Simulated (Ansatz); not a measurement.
Predict the output of the script below (the Python package of Ansatz (0.2.0)).

`drho.py`
```python
"""Density difference of YbPd against its sublattices."""

import ansatz as az
import numpy as np

params = {
    "xc": "PBEsol",
    "filling": "fermi_dirac",
    "max_iterations": 75,
    "ecut": 460,
    "kmesh": (8, 8, 8),
}

vectors0 = np.array([
    [3.447, 0.0, 0.0],
    [0.0, 3.447, 0.0],
    [0.0, 0.0, 3.447],
])
sites = [
    ("Yb", (0.5, 0.5, 0.5)),
    ("Pd", (0.0, 0.0, 0.0)),
]


def crystal_on(cell):
    crystal = az.Crystal(lattice=az.Lattice.of(cell))
    for symbol, position in sites:
        crystal = crystal.atom(symbol, position)
    return crystal

# same cell, cutoff and mesh for the crystal and its parts
def solve(crystal):
    return (
        crystal.calculation()
        .functional(params["xc"])
        .occupations(params["filling"], width=150 * az.meV)  # the run then minimises F = E - TS
        .scf(max_iterations=params["max_iterations"])
        .basis(params["ecut"], grid_basis="typed")  # a bare number is in eV
        .kpoints(*params["kmesh"])  # the mesh must be finer for metals
        .density()  # keep the density on its grid
        .run(threads=1)
    )


whole = solve(crystal_on(vectors0))
difference = whole.density().channels[0].density_e_per_ang3.copy()
binding = whole.report["free_energy_ev"]
for element in ["Yb", "Pd"]:
    part = az.Crystal(lattice=az.Lattice.of(vectors0))
    for symbol, position in sites:
        if symbol == element:
            part = part.atom(symbol, position)
    alone = solve(part)
    difference -= alone.density().channels[0].density_e_per_ang3
    binding -= alone.report["free_energy_ev"]
    print(f"{element} sublattice: {alone.report['n_electrons']:g} electrons, {alone.report['n_iterations']} iterations")

voxel = abs(np.linalg.det(vectors0)) / difference.size
print(f"energy of the crystal less its unpolarised sublattices: {binding / len(sites):.4f} eV/atom")
print(f"net charge of the difference {difference.sum() * voxel:.5f} e, charge rearranged {0.5 * np.abs(difference).sum() * voxel:.3f} e")
print(f"extremes {difference.min():.4f} and {difference.max():.4f} e/A^3")
for (symbol, position) in sites:
    index = tuple(int(round(p * n)) % n for p, n in zip(position, difference.shape))
    print(f"  change of the pseudo-density at the grid point nearest {symbol}: {difference[index]:+.4f} e/A^3")
profile = difference.mean(axis=(0, 1))
print("planar mean along the third vector:", np.round(profile[:: max(len(profile) // 12, 1)], 4))
```

```console
$ python drho.py
Yb sublattice: 24 electrons, 9 iterations
Pd sublattice: 18 electrons, 6 iterations
energy of the crystal less its unpolarised sublattices: -2.4477 eV/atom
net charge of the difference -0.00000 e, charge rearranged 0.380 e
extremes -0.3321 and 0.1282 e/A^3
  change of the pseudo-density at the grid point nearest Yb: -0.3321 e/A^3
  change of the pseudo-density at the grid point nearest Pd: +0.1282 e/A^3
planar mean along the third vector: [-0.0025 -0.0085  0.0008  0.0107  0.0093 -0.0018 -0.0127 -0.0085  0.0048
  0.0113  0.0071 -0.0059 -0.0053]
```

What to keep in mind:
- Semilocal functionals put the nearly full 4f shell of Yb too close to the Fermi level.
- For a metal this k-point mesh is coarse: on a finer one energies can move by several to tens of meV an atom and pressures by half a GPa or more, differences at one mesh by less.
- Grid values close to the nuclei reflect the PAW or pseudopotential construction, not the all-electron fields.
- The starting cell is as deposited in a crystallographic database; the results hold for this polymorph, which needn't be the stable one.
- Charge moved counts every rearrangement, bonding and polarisation too, and is no transfer between atoms; the bare sublattices are artificial references. Values near the nuclei depend on the potentials.
- Finished in 6.9 s on 1 thread of Arm Neoverse V1, with other jobs on the host, peak memory 0.39 GiB.
